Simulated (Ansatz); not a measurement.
# C2H9AlOS: up Jacob's ladder to CCSD(T)

Aim: compute C2H9AlOS with functionals from several rungs and with coupled cluster. The yardstick is the atomisation energy at the CCSD(T) limit.

Computed with Ansatz 0.2.0, Gaussian basis. Level: functionals in def2-TZVPP, the program's frozen cores in correlated methods.

Levels to be run: LDA (SPW92), PBE-D4, revPBE-D4, BLYP-D4, r2SCAN-D4, B97M-V, PBE0-D4, B3LYP-D4, r2SCANh-D4, r2SCAN0-D4, HSE06-D4, BHLYP-D4, CAM-B3LYP-D4, LC-ωPBE, ωB97X-V, ωB97M-V, B2PLYP, PBE-QIDH; CCSD(T)/def2-SVP; CCSD(T)/def2-TZVPP; MP2/def2-QZVPP; extrapolation to the limit; RPA on PBE.

### 1 The geometry

An earlier PBE0-D4 in a triple-zeta def2 set relaxation fixed the geometry.

SMILES `[CH3][Al-]([CH3])([OH])[SH2+]`, 14 atoms, charge 0, spin multiplicity 1.

Atoms are counted from 1 here; the program's logs count them from 0.

Bond lengths: C1–Al2 1.963 Å, C1–H6 1.096 Å, C1–H7 1.095 Å, C1–H8 1.095 Å, Al2–C3 1.960 Å, Al2–O4 1.726 Å, Al2–S5 2.625 Å, C3–H9 1.094 Å, C3–H10 1.096 Å, C3–H11 1.095 Å, O4–H12 0.955 Å, S5–H13 1.343 Å, S5–H14 1.344 Å. Angles: Al2–C1–H6 111.0°, Al2–C1–H7 111.9°, Al2–C1–H8 112.8°, H6–C1–H7 106.5°, H6–C1–H8 106.9°, H7–C1–H8 107.4°, C1–Al2–C3 121.9°, C1–Al2–O4 119.3°, C1–Al2–S5 100.2°, C3–Al2–O4 114.5°, C3–Al2–S5 98.6°, O4–Al2–S5 91.5°, Al2–C3–H9 112.2°, Al2–C3–H10 110.6°, Al2–C3–H11 112.7°, H9–C3–H10 106.6°, H9–C3–H11 107.9°, H10–C3–H11 106.6° and more.

### 2 LDA

This LDA is Slater exchange with PW92 correlation.

File in.yaml:

```yaml
crystal:
  periodic: [false, false, false]
  atoms:
    - {symbol: C, position_ang: [-1.932951, 0.510269, 0.205984]}
    - {symbol: Al, position_ang: [-0.151361, -0.299910, 0.352595]}
    - {symbol: C, position_ang: [1.412273, 0.733174, 0.925429]}
    - {symbol: O, position_ang: [-0.016340, -2.002642, 0.603856]}
    - {symbol: S, position_ang: [0.456217, -0.554983, -2.188657]}
    - {symbol: H, position_ang: [-2.373507, 0.670757, 1.196363]}
    - {symbol: H, position_ang: [-1.897703, 1.490523, -0.281228]}
    - {symbol: H, position_ang: [-2.635764, -0.110362, -0.358764]}
    - {symbol: H, position_ang: [2.349342, 0.192968, 0.758273]}
    - {symbol: H, position_ang: [1.360453, 0.945981, 1.999004]}
    - {symbol: H, position_ang: [1.487284, 1.700963, 0.418531]}
    - {symbol: H, position_ang: [-0.789401, -2.562602, 0.640876]}
    - {symbol: H, position_ang: [1.526660, -1.295698, -1.858032]}
    - {symbol: H, position_ang: [1.191898, 0.552360, -2.385428]}
basis:
  gaussian: {orbitals: def2-TZVPP}
hamiltonian: {xc: lda}
output: {orbitals: {seedname: orbitals}}
```

Launch:

```
> ansatz run in.yaml --threads 4 --pin off --events-out ev --progress --plain --max-ram 10444MiB
```

Further steps of the session: PBE-D4 (GGA); revPBE-D4 (GGA); BLYP-D4 (GGA); r2SCAN-D4 (meta-GGA); B97M-V (meta-GGA); B3LYP-D4 (hybrid); r2SCANh-D4 (hybrid); r2SCAN0-D4 (hybrid); HSE06-D4 (hybrid); BHLYP-D4 (hybrid); CAM-B3LYP-D4 (range-separated); LC-ωPBE (range-separated); ωB97X-V (range-separated); ωB97M-V (range-separated); B2PLYP (double hybrid); PBE-QIDH (double hybrid); CCSD(T) in def2-SVP; CCSD(T) in def2-TZVPP; MP2 in def2-QZVPP; RPA on PBE orbitals.

**Question.** What will the summary of the whole plan be? Wanted: atomisation energy, CCSD(T)/CBS; farthest beyond LDA; mean size of error, GGA; mean size of error, meta-GGA; mean size of error, hybrid; mean size of error, range-separated; mean size of error, double hybrid; gap, smallest and largest; T1 diagnostic.

As calculated:

```
                               quantity                                                                value
        atomisation energy, CCSD(T)/CBS                                                      1172.1 kcal/mol
functionals within 5.9 kcal/mol (0.5 %)  PBE-D4, r2SCAN-D4, B97M-V, B3LYP-D4, CAM-B3LYP-D4, ωB97X-V, ωB97M-V
                    farthest beyond LDA                                            BHLYP-D4 (-32.6 kcal/mol)
                mean size of error, GGA                                                        12.0 kcal/mol
           mean size of error, meta-GGA                                                         0.5 kcal/mol
             mean size of error, hybrid                                                        12.7 kcal/mol
    mean size of error, range-separated                                                         4.3 kcal/mol
      mean size of error, double hybrid                                                        16.2 kcal/mol
              gap, smallest and largest                                4.49 eV (BLYP-D4), 11.97 eV (LC-ωPBE)
                          T1 diagnostic                                                               0.0106
triples share of the correlation energy                                                                3.6 %
```

In words: LDA overbinds by 143.6 kcal/mol (12 %). PBE-D4 misses by +5.5 kcal/mol. Double hybrids carry the basis error of their MP2 part in triple zeta, and no dispersion term here, so their miss is partly the set-up's. The rungs meta-GGA, range-separated miss on average by less than the doubt on the reference (5.9 kcal/mol), so they tie. The reference freezes the cores and leaves out relativity and excitations past (T), so misses under about 5.9 kcal/mol can't be ranked. Hartree-Fock recovers 74 % of the binding; the rest is correlation. CCSD(T) in def2-SVP is off by -67.2 kcal/mol, more than most functionals: a good method in a small basis is no reference. Orbital gaps span 4.5 to 12.0 eV; exact exchange widens them.
